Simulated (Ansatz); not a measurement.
Mg3ZnC:

```xyz
5
Lattice="4.4069 0.0000 0.0000 0.0000 4.4069 0.0000 0.0000 0.0000 4.4069" Properties=species:S:1:pos:R:3 pbc="T T T"
Zn    0.0000    0.0000    0.0000
Mg    2.2035    0.0000    2.2035
Mg    2.2035    2.2035    0.0000
Mg    0.0000    2.2035    2.2035
C     2.2035    2.2035    2.2035
```

The cell comes from a database or a generator and needn't be the stable form of this composition.

Base run:

- Program: Ansatz 0.2.0
- Functional: r2SCAN
- Potentials or basis: Ansatz PAW
- Cutoff: 500 eV (not typed: the program's choice for these potentials)
- k mesh: 6 × 6 × 6
- Occupations: fermi-dirac, width 0.05 eV
- Spin: no spin polarisation

Its results: band gap on the k mesh none (metal or under the smearing width); pressure -1.6 GPa.

**Question.** After a change of settings the same cell gave: band gap on the k mesh none (metal or under the smearing width); pressure 1.1 GPa. Which change was it?
A. functional from r2SCAN to PBEsol; cutoff from 500 eV (not typed: the program's choice for these potentials) to 420 eV (not typed: the program's choice for these potentials)
B. functional from r2SCAN to LDA; cutoff from 500 eV (not typed: the program's choice for these potentials) to 420 eV (not typed: the program's choice for these potentials)
C. functional from r2SCAN to PBE; cutoff from 500 eV (not typed: the program's choice for these potentials) to 420 eV (not typed: the program's choice for these potentials)
D. functional from r2SCAN to BLYP; cutoff from 500 eV (not typed: the program's choice for these potentials) to 420 eV (not typed: the program's choice for these potentials)

**Answer.** D.

Caveats: the PAW data sets come from PBE, with cores solved anew for the run's functional, which leaves a small shift of forces and pressure; the density of states is complete only up to the lowest level of the last band computed.
